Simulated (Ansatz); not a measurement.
**TaRu: stiffness from strained cells**

Aim: the elastic tensor from the stress of slightly strained cells, and the moduli that follow. Runs: cell and atoms relaxed (PAW); reference run (PAW).

Method: DFT PBEsol, frozen-core PAW, scalar-relativistic unless said, in Ansatz 0.2.0.

2 further runs of the same task are left out: 2 that didn't finish.

**1. Starting point**

Symmetry: P4/mmm, No. 123, tetragonal system. Conventional cell: a = 3.053 Å, b = 3.053 Å, c = 3.389 Å, α = 90.00°, β = 90.00°, γ = 90.00°. Around Ta (site symmetry 4/mmm) lie 8 Ru at 2.74 Å and 4 Ta at 3.05 Å. Around Ru (site symmetry 4/mmm) lie 8 Ta at 2.74 Å and 4 Ru at 3.05 Å.

As a file:

```
CELL_PARAMETERS angstrom
3.05300 0.00000 0.00000
0.00000 3.05300 0.00000
0.00000 0.00000 3.38900
ATOMIC_POSITIONS crystal
Ta 0.50000 0.50000 0.50000
Ru 0.00000 0.00000 0.00000
```

Cartesian axes are those of the input's lattice vectors. The structure goes back to a database entry.

**2. Cell and atoms relaxed, PAW**

Input file input.yaml:

```yaml
crystal:
  lattice:
    - [3.053, 0.0, 0.0]
    - [0.0, 3.053, 0.0]
    - [0.0, 0.0, 3.389]
  atoms:
    - { symbol: Ta, position: [0.5, 0.5, 0.5] }
    - { symbol: Ru, position: [0.0, 0.0, 0.0] }
kpoints:
  mp_grid: { grid: [14, 14, 12] }
scf:
  occupations: { method: fermi_dirac, width: 0.1 }
hamiltonian:
  xc: pbesol
  pseudopotentials: { kind: paw }
relax:
  f_tol: 0.002
  max_steps: 80
  cell: {}
output:
  forces: true
  stress: true
```

Command:

```bash
> ansatz run input.yaml --threads 1 --pin off --max-ram 2560MiB --backend cpu --events-out ev --progress --plain --runs-dir out
```

The program printed:

```text
Engine: ansatz 0.2.0
Pseudopotentials: kind: paw
Pseudopotential: Ta, paw, valence charge 13, recommended cutoff 420 eV (normal), Ta.paw.azcp
Pseudopotential: Ru, paw, valence charge 16, recommended cutoff 420 eV (normal), Ru.paw.azcp
Functional definition: PBEsol
  exchange = pbesol_x
  correlation = pbesol_c
Crystal: 2 atoms, lattice volume = 31.588 Å³
Basis set: ecut = 420 eV, 643 PW (Γ), exchange–correlation on 48×48×48 points (8 copies of the dense FFT grid, shifted against one another)
Bands: 19, of which v1, the nominal top of the filled ones, is band 15 counted from 1 (14 counted from 0)
Symmetry: 16 space group operations
Space group: P4/mmm (ITA 123), of the structure as read, at distance tolerance 3.2e-5 Å
k-points: 252 of 2352
Non-local potential: Ta, projectors of the file, l = 0: 3, l = 1: 2, l = 2: 2, l = 3: 1
Non-local potential: Ru, projectors of the file, l = 0: 3, l = 1: 2, l = 2: 2, l = 3: 1
PAW form: soft (Blöchl's): semilocal exchange-correlation on the pseudo side does not see the compensation charge
PAW frozen core: Ta, regenerated for the run's functional, and the local potential with it (the file was generated under x = pbe(κ = 0.804, μ = 0.2195149727645171), c = pbe(β = 0.06672455060314922))
PAW frozen core: Ru, regenerated for the run's functional, and the local potential with it (the file was generated under x = pbe(κ = 0.804, μ = 0.2195149727645171), c = pbe(β = 0.06672455060314922))
PAW one-centre angular grid: Ta, 590 points (default); XC on 64 Gauss nodes
PAW one-centre angular grid: Ru, 590 points (default); XC on 64 Gauss nodes
Initial density: superposition of atomic densities (neutral atoms: chi_scale 0, normalization atom), corrected by the library's trained network
Initial wavefunctions: pseudopotential atomic-orbital guess
Functional: x = pbesol(κ = 0.804, μ = 0.12345679012345678), c = pbesol(β = 0.046)
SCF iter   1: F=—  HF=-15623.612767 eV  |F-HF|=—  |Δ(HF+E_count)|=         —  Δρ=9.36e-3  dr2=3.52e-2  ethr=1.77e-3  ⟨swp⟩=5.1  Hψ=20164  notcnv=0
preconditioner: auto → none  [metal: Δε(μ)=0.023 eV  Ē_g=5.568 eV  σ=0.100 eV  W_gap=0.06  n_scr=6 (ndim 8)  ℏωp=23.8 eV  f_vac=0.000  D(μ)=1.95/eV (n_scr^D=18)  sad-step TF]
SCF iter   2: F=—  HF=-15623.610389 eV  |F-HF|=—  |Δ(HF+E_count)|=   2.38e-3  Δρ=5.32e-3  dr2=1.29e-2  ethr=1.21e-4  ⟨swp⟩=1.2  Hψ=6879  notcnv=0
SCF iter   3: F=—  HF=-15623.608813 eV  |F-HF|=—  |Δ(HF+E_count)|=   1.58e-3  Δρ=7.93e-4  dr2=2.28e-4  ethr=4.44e-5  ⟨swp⟩=1.2  Hψ=4904  notcnv=0
SCF iter   4: F=—  HF=-15623.608780 eV  |F-HF|=—  |Δ(HF+E_count)|=   3.37e-5  Δρ=1.28e-4  dr2=2.20e-6  ethr=7.87e-7  ⟨swp⟩=2.1  Hψ=7820  notcnv=0
SCF iter   5: F=—  HF=-15623.608801 eV  |F-HF|=—  |Δ(HF+E_count)|=   2.12e-5  Δρ=1.95e-5  dr2=1.53e-7  ethr=7.59e-9  ⟨swp⟩=2.0  Hψ=8465  notcnv=0
SCF iter   6: F=-15623.608801 eV  HF=-15623.608801 eV  |F-HF|=2.66e-9  |Δ(HF+E_count)|=   4.59e-8  Δρ=3.94e-6  dr2=3.52e-9  ethr=3.45e-10  ⟨swp⟩=4.0  Hψ=16534  notcnv=0
SCF 1 converged in 6 iterations: F = -15623.608801 eV  dr2 = 3.52e-9
relax step   1: F+E_penalty+E_count = -15623.60880068 eV  Δ(F+E_penalty+E_count) = +0.000e0 eV  max|allowed force component| = 5.759e-29 eV/Å  Δτ_max = 0.0000 Å  P = -5.070 GPa  Ω = 31.588 Å³  (6 SCF iters, dr2 threshold 1.00e-7 eV, accepted)
Crystal: 2 atoms, lattice volume = 29.631 Å³
Basis set: ecut = 420 eV, 575 PW (Γ), exchange–correlation on 48×48×48 points (8 copies of the dense FFT grid, shifted against one another)
Initial density: handed on by an earlier stage of this run
Initial wavefunctions: those handed on with the density
iter 1 solved again at ethr=5.26e-4 eV; its pass at ethr=3.10e-3 eV (dr2=1.53e-1 eV) is discarded
SCF iter   1: F=—  HF=-15623.581670 eV  |F-HF|=—  |Δ(HF+E_count)|=         —  Δρ=1.66e-2  dr2=1.52e-1  ethr=5.26e-4  ⟨swp⟩=1.0  Hψ=25996  notcnv=0
preconditioner: auto → none  [metal: Δε(μ)=0.011 eV  Ē_g=5.938 eV  σ=0.100 eV  W_gap=0.03  n_scr=6 (ndim 8)  ℏωp=24.6 eV  f_vac=0.000  D(μ)=1.87/eV (n_scr^D=18)]
SCF iter   2: F=—  HF=-15623.566415 eV  |F-HF|=—  |Δ(HF+E_count)|=   1.53e-2  Δρ=6.46e-3  dr2=2.40e-2  ethr=5.22e-4  ⟨swp⟩=1.0  Hψ=4790  notcnv=0
SCF iter   3: F=—  HF=-15623.563168 eV  |F-HF|=—  |Δ(HF+E_count)|=   3.25e-3  Δρ=1.27e-3  dr2=6.77e-4  ethr=8.27e-5  ⟨swp⟩=1.2  Hψ=4848  notcnv=0
SCF iter   4: F=—  HF=-15623.563095 eV  |F-HF|=—  |Δ(HF+E_count)|=   7.27e-5  Δρ=2.35e-4  dr2=7.27e-6  ethr=2.34e-6  ⟨swp⟩=2.0  Hψ=7898  notcnv=0
SCF iter   5: F=—  HF=-15623.563109 eV  |F-HF|=—  |Δ(HF+E_count)|=   1.40e-5  Δρ=3.21e-5  dr2=1.97e-7  ethr=2.51e-8  ⟨swp⟩=2.1  Hψ=6374  notcnv=0
SCF iter   6: F=-15623.563109 eV  HF=-15623.563109 eV  |F-HF|=9.19e-10  |Δ(HF+E_count)|=   2.70e-8  Δρ=6.10e-6  dr2=3.43e-9  ethr=6.81e-10  ⟨swp⟩=2.7  Hψ=18394  notcnv=0
SCF 2 converged in 6 iterations: F = -15623.563109 eV  dr2 = 3.43e-9
relax step   2: F+E_penalty+E_count = -15623.56310883 eV  Δ(F+E_penalty+E_count) = +4.569e-2 eV  max|allowed force component| = 1.312e-28 eV/Å  Δτ_max = 0.0000 Å  P = +13.469 GPa  Ω = 29.631 Å³  energy of the carried Pulay correction = +6.988e-4 eV  (6 SCF iters, dr2 threshold 2.00e-7 eV, rejected (line search))
Crystal: 2 atoms, lattice volume = 31.031 Å³
Basis set: ecut = 420 eV, 595 PW (Γ), exchange–correlation on 48×48×48 points (8 copies of the dense FFT grid, shifted against one another)
iter 1 solved again at ethr=3.08e-4 eV; its pass at ethr=3.10e-3 eV (dr2=8.94e-2 eV) is discarded
SCF iter   1: F=—  HF=-15623.630296 eV  |F-HF|=—  |Δ(HF+E_count)|=         —  Δρ=1.23e-2  dr2=8.95e-2  ethr=3.08e-4  ⟨swp⟩=1.0  Hψ=29350  notcnv=0
preconditioner: auto → none  [metal: Δε(μ)=0.007 eV  Ē_g=5.727 eV  σ=0.100 eV  W_gap=0.02  n_scr=6 (ndim 8)  ℏωp=24.0 eV  f_vac=0.000  D(μ)=1.79/eV (n_scr^D=18)]
SCF iter   2: F=—  HF=-15623.621276 eV  |F-HF|=—  |Δ(HF+E_count)|=   9.02e-3  Δρ=4.48e-3  dr2=1.23e-2  ethr=3.08e-4  ⟨swp⟩=1.0  Hψ=4793  notcnv=0
SCF iter   3: F=—  HF=-15623.619483 eV  |F-HF|=—  |Δ(HF+E_count)|=   1.79e-3  Δρ=1.16e-3  dr2=5.75e-4  ethr=4.25e-5  ⟨swp⟩=1.2  Hψ=5002  notcnv=0
SCF iter   4: F=—  HF=-15623.619384 eV  |F-HF|=—  |Δ(HF+E_count)|=   9.94e-5  Δρ=2.27e-4  dr2=7.25e-6  ethr=1.98e-6  ⟨swp⟩=2.0  Hψ=7783  notcnv=0
SCF iter   5: F=—  HF=-15623.619404 eV  |F-HF|=—  |Δ(HF+E_count)|=   2.04e-5  Δρ=3.74e-5  dr2=5.83e-7  ethr=2.50e-8  ⟨swp⟩=2.1  Hψ=6621  notcnv=0
SCF iter   6: F=—  HF=-15623.619404 eV  |F-HF|=—  |Δ(HF+E_count)|=   3.06e-7  Δρ=5.23e-6  dr2=3.80e-9  ethr=2.01e-9  ⟨swp⟩=1.6  Hψ=5445  notcnv=0
SCF iter   7: F=—  HF=-15623.619404 eV  |F-HF|=—  |Δ(HF+E_count)|=  1.09e-10  Δρ=1.57e-6  dr2=5.18e-10  ethr=1.31e-11  ⟨swp⟩=2.0  Hψ=8424  notcnv=0
SCF iter   8: F=-15623.619404 eV  HF=-15623.619404 eV  |F-HF|=0.00e0  |Δ(HF+E_count)|=  5.46e-11  Δρ=1.61e-7  dr2=4.06e-12  ethr=1.00e-12  ⟨swp⟩=4.3  Hψ=24412  notcnv=0
SCF 3 converged in 8 iterations: F = -15623.619404 eV  dr2 = 4.06e-12
relax step   3: F+E_penalty+E_count = -15623.61940402 eV  Δ(F+E_penalty+E_count) = -1.060e-2 eV  max|allowed force component| = 7.691e-30 eV/Å  Δτ_max = 0.0000 Å  P = -0.405 GPa  Ω = 31.031 Å³  energy of the carried Pulay correction = +1.953e-4 eV  (8 SCF iters, accepted)
Crystal: 2 atoms, lattice volume = 30.984 Å³
iter 1 solved again at ethr=3.20e-7 eV; its pass at ethr=3.10e-3 eV (dr2=9.29e-5 eV) is discarded
SCF iter   1: F=—  HF=-15623.619478 eV  |F-HF|=—  |Δ(HF+E_count)|=         —  Δρ=4.01e-4  dr2=9.13e-5  ethr=3.20e-7  ⟨swp⟩=2.0  Hψ=24541  notcnv=0
preconditioner: auto → none  [metal: Δε(μ)=0.015 eV  Ē_g=5.693 eV  σ=0.100 eV  W_gap=0.04  n_scr=6 (ndim 8)  ℏωp=24.1 eV  f_vac=0.000  D(μ)=1.85/eV (n_scr^D=18)]
SCF iter   2: F=—  HF=-15623.619489 eV  |F-HF|=—  |Δ(HF+E_count)|=   1.06e-5  Δρ=1.49e-4  dr2=1.28e-5  ethr=3.15e-7  ⟨swp⟩=1.0  Hψ=4794  notcnv=0
SCF iter   3: F=—  HF=-15623.619487 eV  |F-HF|=—  |Δ(HF+E_count)|=   1.85e-6  Δρ=4.25e-5  dr2=7.72e-7  ethr=4.42e-8  ⟨swp⟩=1.1  Hψ=4806  notcnv=0
iter 4 did not close the SCF: its close was put off for the readings that it lacked (scf_convergence_deferred on its scf_iter line)
SCF iter   4: F=-15623.619487 eV  HF=-15623.619487 eV  |F-HF|=8.76e-9  |Δ(HF+E_count)|=   1.11e-7  Δρ=8.29e-6  dr2=1.47e-8  ethr=2.66e-9  ⟨swp⟩=2.2  Hψ=6735  notcnv=0
iter 5 did not close the SCF: its close was put off for the readings that it lacked (scf_convergence_deferred on its scf_iter line)
SCF iter   5: F=-15623.619487 eV  HF=-15623.619487 eV  |F-HF|=8.06e-10  |Δ(HF+E_count)|=   4.96e-9  Δρ=1.98e-6  dr2=1.09e-9  ethr=5.06e-11  ⟨swp⟩=2.0  Hψ=8228  notcnv=0
SCF iter   6: F=-15623.619487 eV  HF=-15623.619487 eV  |F-HF|=3.64e-12  |Δ(HF+E_count)|=  1.84e-10  Δρ=3.37e-7  dr2=1.89e-11  ethr=3.76e-12  ⟨swp⟩=1.1  Hψ=12225  notcnv=0
SCF 4 converged in 6 iterations: F = -15623.619487 eV  dr2 = 1.89e-11
relax step   4: F+E_penalty+E_count = -15623.61948663 eV  Δ(F+E_penalty+E_count) = -8.262e-5 eV  max|allowed force component| = 1.578e-30 eV/Å  Δτ_max = 0.0000 Å  P = +0.014 GPa  Ω = 30.984 Å³  energy of the carried Pulay correction = +2.122e-4 eV  (6 SCF iters, dr2 threshold 2.00e-7 eV, accepted)
Initial wavefunctions: pseudopotential atomic-orbital guess (no wavefunctions were taken with the density)
iter 1 solved again at ethr=3.00e-8 eV; its pass at ethr=3.10e-3 eV (dr2=8.71e-6 eV) is discarded
SCF iter   1: F=—  HF=-15623.619258 eV  |F-HF|=—  |Δ(HF+E_count)|=         —  Δρ=4.08e-5  dr2=7.30e-8  ethr=3.00e-8  ⟨swp⟩=3.0  Hψ=34553  notcnv=0
preconditioner: auto → none  [metal: Δε(μ)=0.017 eV  Ē_g=5.695 eV  σ=0.100 eV  W_gap=0.04  n_scr=6 (ndim 8)  ℏωp=24.1 eV  f_vac=0.000  D(μ)=1.85/eV (n_scr^D=18)]
SCF iter   2: F=—  HF=-15623.619276 eV  |F-HF|=—  |Δ(HF+E_count)|=   1.84e-5  Δρ=1.92e-5  dr2=1.37e-8  ethr=2.52e-10  ⟨swp⟩=2.2  Hψ=8342  notcnv=0
SCF iter   3: F=—  HF=-15623.619276 eV  |F-HF|=—  |Δ(HF+E_count)|=   8.67e-9  Δρ=2.87e-6  dr2=5.99e-10  ethr=4.72e-11  ⟨swp⟩=2.5  Hψ=8430  notcnv=0
SCF iter   4: F=—  HF=-15623.619276 eV  |F-HF|=—  |Δ(HF+E_count)|=  2.89e-10  Δρ=4.80e-7  dr2=2.04e-11  ethr=2.06e-12  ⟨swp⟩=2.8  Hψ=8733  notcnv=0
iter 5 did not close the SCF: its close was put off for the readings that it lacked (scf_convergence_deferred on its scf_iter line)
SCF iter   5: F=-15623.619276 eV  HF=-15623.619276 eV  |F-HF|=1.82e-12  |Δ(HF+E_count)|=  3.64e-12  Δρ=6.69e-8  dr2=1.59e-12  ethr=1.00e-12  ⟨swp⟩=1.0  Hψ=4788  notcnv=0
iter 6 did not close the SCF: its close was put off for the readings that it lacked (scf_convergence_deferred on its scf_iter line)
SCF iter   6: F=-15623.619276 eV  HF=-15623.619276 eV  |F-HF|=1.82e-12  |Δ(HF+E_count)|=    0.00e0  Δρ=1.13e-8  dr2=3.52e-14  ethr=1.00e-12  ⟨swp⟩=1.0  Hψ=4788  notcnv=0
iter 7 did not close the SCF: its close was put off for the readings that it lacked (scf_convergence_deferred on its scf_iter line)
SCF iter   7: F=-15623.619276 eV  HF=-15623.619276 eV  |F-HF|=1.82e-12  |Δ(HF+E_count)|=  1.82e-12  Δρ=3.77e-9  dr2=4.50e-15  ethr=1.00e-12  ⟨swp⟩=1.0  Hψ=4788  notcnv=0
iter 8 did not close the SCF: its close was put off for the readings that it lacked (scf_convergence_deferred on its scf_iter line)
SCF iter   8: F=-15623.619276 eV  HF=-15623.619276 eV  |F-HF|=7.28e-12  |Δ(HF+E_count)|=  5.46e-12  Δρ=9.00e-10  dr2=2.80e-16  ethr=1.00e-12  ⟨swp⟩=1.0  Hψ=4788  notcnv=0
SCF iter   9: F=-15623.619276 eV  HF=-15623.619276 eV  |F-HF|=0.00e0  |Δ(HF+E_count)|=    0.00e0  Δρ=1.70e-10  dr2=8.56e-18  ethr=1.00e-12  ⟨swp⟩=2.0  Hψ=13456  notcnv=0
SCF 5 converged in 9 iterations: F = -15623.619276 eV  dr2 = 8.56e-18
relax step   5: F+E_penalty+E_count = -15623.61927611 eV  Δ(F+E_penalty+E_count) = +2.105e-4 eV  max|allowed force component| = 4.733e-30 eV/Å  Δτ_max = 0.0000 Å  P = +0.013 GPa  Ω = 30.984 Å³  stress off target by 1.66e-2 GPa  SCF on the basis re-selected at this cell (its energy is not comparable with the rows above)  (9 SCF iters)
basis re-selected at this cell: Δ(F+E_penalty+E_count) = +2.105e-4 eV, ΔP = -0.001 GPa vs the last step (what re-selecting the basis moved, of the pressure what is left beyond the Pulay correction that the steps carried, after the strain that the cell walked since its last selection, with what the two solves' SCF thresholds leave and, on support functions, any second-order correction that the steps lacked; it is no measure of the basis error at this ecutwfc). This SCF's stress stands 1.66e-2 GPa from its target on what of the cell is left free (relax.cell.stress_tol is 5.00e-2 GPa) and its largest allowed force component is 4.73e-30 eV/Å (relax.f_tol is 2.00e-3 eV/Å): within both
SCF converged after 9 iterations
Free energy (F): -15623.619276 eV
Harris-Foulkes:  -15623.619276 eV  (|F-HF|=0.00e0)
Internal energy: -15623.557801 eV  (E = F + TS)
E sigma→0 (E₀):  -15623.588538 eV
Entropy (-TS):   -0.061475 eV (-30.738 meV/atom)
Fermi energy:    21.733186 eV
--- Per-component energies (eV) ---
  E_band       = -161.756383
  E_kinetic    = 881.759225
  E_local      = -1896.258828  (includes V_loc(G=0)·N_el)
  E_nonlocal   = 362.174942
  E_hartree    = 635.957649
  E_xc         = -407.176394
  E_vxc        = -443.418151  (∫ρ·V_xc dr)
  E_paw        = -11672.178445  (= ΣΔE_a)
  E_vpaw       = -337.928800  (= ΣTr[D̂ρ^β])
  E_aug_tail   = -0.000068  (compensation charges beyond the density's cutoff)
  E_ewald      = -3528.302824
  E_core_change = 0.466942  (= ΣΔE_core)
  E_smearing   = -0.061475  (= −TS)
  E_closure    = -0.000000  (closes the sum)
  Σ components = -15623.619276   (vs F -15623.619276, Δ=0.00e0)
--- Forces (eV/Å), atoms counted from 1 ---
  atom   1  Ta    -0.00000000     0.00000000     0.00000000
  atom   2  Ru     0.00000000     0.00000000     0.00000000
  max |Σ_I F_I| component: 9.47e-30 eV/Å
--- Stress (GPa, compression-positive) ---
        0.016566       0.000000       0.000000
        0.000000       0.016566       0.000000
        0.000000       0.000000       0.005504
  P = ⅓ Tr σ = 0.0129 GPa (0.129 kbar)
--- Relaxed structure (4 steps of the walk, 3 accepted, 1 SCFs on fresh bases) ---
  F+E_penalty+E_count = -15623.61927611 eV   max|allowed force component| = 4.733e-30 eV/Å   (the final SCF, on the basis selected at the relaxed cell)
  cell:  # Å, volume = 30.9836 Å³
    - [3.0250559714612337, -3.7201080988229624e-34, 0.0]
    - [-3.7201080988229624e-34, 3.0250559714612337, 0.0]
    - [0.0, 0.0, 3.385824315292179]
  atoms:
    - { symbol: Ta, position: [0.5, 0.5, 0.5] }
    - { symbol: Ru, position: [-1.608611746708759e-86, 1.0472796050562142e-36, 0.0] }
```

It took 36 s on 1 thread of Arm Neoverse V1, shared host; peak memory 0.42 GiB.

Relaxation path:

| step | energy from step 1 (eV/cell) | largest force component (eV/Å) | pressure (GPa) | volume (Å³) |
| --- | --- | --- | --- | --- |
| 1 | 0.0000 | 0.0000 | -5.07 | 31.59 |
| 2x | 0.0457 | 0.0000 | 13.47 | 29.63 |
| 3 | -0.0106 | 0.0000 | -0.41 | 31.03 |
| 4 | -0.0107 | 0.0000 | 0.01 | 30.98 |
| 5 | -0.0105 | 0.0000 | 0.01 | 30.98 |

Step 1 is the start. Step 5 repeats the geometry before on a plane-wave basis chosen anew for that cell, so the energy can jump there without any move; the table keeps such jumps. 1 step was tried and not accepted (marked x).

| input's cell | before | after | change |
| --- | --- | --- | --- |
| a (Å) | 3.053 | 3.025 | -0.9 % |
| b (Å) | 3.053 | 3.025 | -0.9 % |
| c (Å) | 3.389 | 3.386 | -0.1 % |
| volume (Å³/atom) | 15.79 | 15.49 | -1.9 % |

(Part 1 of 2 ends here.)
